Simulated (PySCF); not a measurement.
# HHg (HgH): the cost of one run

Computed with PySCF 2.14.0 and routines of our own; the level stands in each step. Atoms count from 0.

## Step 1: The starting structure

2 atoms, charge 0, multiplicity 2; geometry from: GFN2-xTB.

## Step 2: Geometry optimisation at PBE0-D3(BJ)/def2-SVP

The job: settings as JSON, then the geometry in Å.

```
{"job": {"xc": "PBE0", "basis": "def2-SVP", "d3": "d3bj", "grid": 1, "maxiter": 30, "kind": "geom"}, "charge": 0, "multiplicity": 2}
Hg     1.079140    -0.004046    -0.001455
H     -1.076383     0.005314    -0.012693
```

Started as:

```sh
> OMP_NUM_THREADS=1 python heavy_run.py task.json out
```

One launch serves the whole session: the jobs run in the order shown.

**Question.** How long does this run take on 1 thread of Intel Xeon 6975P-C, shared host?

About 3.3 s.
